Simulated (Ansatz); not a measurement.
**CF3GeN: geometry optimisation**

Aim: relax CF3GeN at this level.

The runs use Ansatz 0.2.0; RKS PBE0-D4/def2-SVPD.

**1. Starting geometry**

6 atoms, charge 0, spin multiplicity 1.

Atoms are counted from 1 here; the program's logs count them from 0.

Bond lengths: N1–C2 1.170 Å, C2–Ge3 1.903 Å, Ge3–F4 1.733 Å, Ge3–F5 1.733 Å, Ge3–F6 1.733 Å. Angles: N1–C2–Ge3 179.9°, C2–Ge3–F4 110.6°, C2–Ge3–F5 110.6°, C2–Ge3–F6 110.6°, F4–Ge3–F5 108.3°, F4–Ge3–F6 108.3°, F5–Ge3–F6 108.3°.

Geometry (Å):

| atom | x (Å) | y (Å) | z (Å) |
| --- | --- | --- | --- |
| N1 | 2.2230 | -0.7698 | 0.9972 |
| C2 | 1.2057 | -0.4197 | 0.5362 |
| Ge3 | -0.4487 | 0.1455 | -0.2144 |
| F4 | -1.4966 | -1.2104 | -0.4725 |
| F5 | -0.1905 | 0.9318 | -1.7371 |
| F6 | -1.2510 | 1.2586 | 0.8443 |

**2. Relaxation**

File input.yaml:

```yaml
crystal:
  periodic: [false, false, false]
  atoms:
    - { symbol: "N", position_ang: [2.223, -0.769762, 0.99724] }
    - { symbol: C, position_ang: [1.205721, -0.419733, 0.536208] }
    - { symbol: Ge, position_ang: [-0.448686, 0.145477, -0.214385] }
    - { symbol: F, position_ang: [-1.49655, -1.210397, -0.472469] }
    - { symbol: F, position_ang: [-0.19049, 0.931809, -1.737075] }
    - { symbol: F, position_ang: [-1.250995, 1.258607, 0.84428] }
basis:
  gaussian: { orbitals: def2-SVPD }
hamiltonian:
  xc: pbe0
  dispersion: d4
output:
  forces: true
relax:
  f_tol: 0.003
  max_steps: 120
```

Run with:

```console
$ ansatz run input.yaml --threads 1 --pin off --max-ram 2560MiB --backend cpu --events-out ev --progress --plain --runs-dir out
```

Q: Predict the outcome of this session. Wanted: energy gained; root mean square move; dipole moment.

The runs gave:

```
             quantity      value
        energy gained  0.0436 eV
root mean square move    0.021 Å
        dipole moment     0.55 D
```

Bond lengths: N1–C2 1.156 Å, C2–Ge3 1.889 Å, Ge3–F4 1.708 Å, Ge3–F5 1.708 Å, Ge3–F6 1.708 Å. Angles: N1–C2–Ge3 179.9°, C2–Ge3–F4 110.7°, C2–Ge3–F5 110.7°, C2–Ge3–F6 110.7°, F4–Ge3–F5 108.2°, F4–Ge3–F6 108.2°, F5–Ge3–F6 108.2°. No frequencies were computed here.
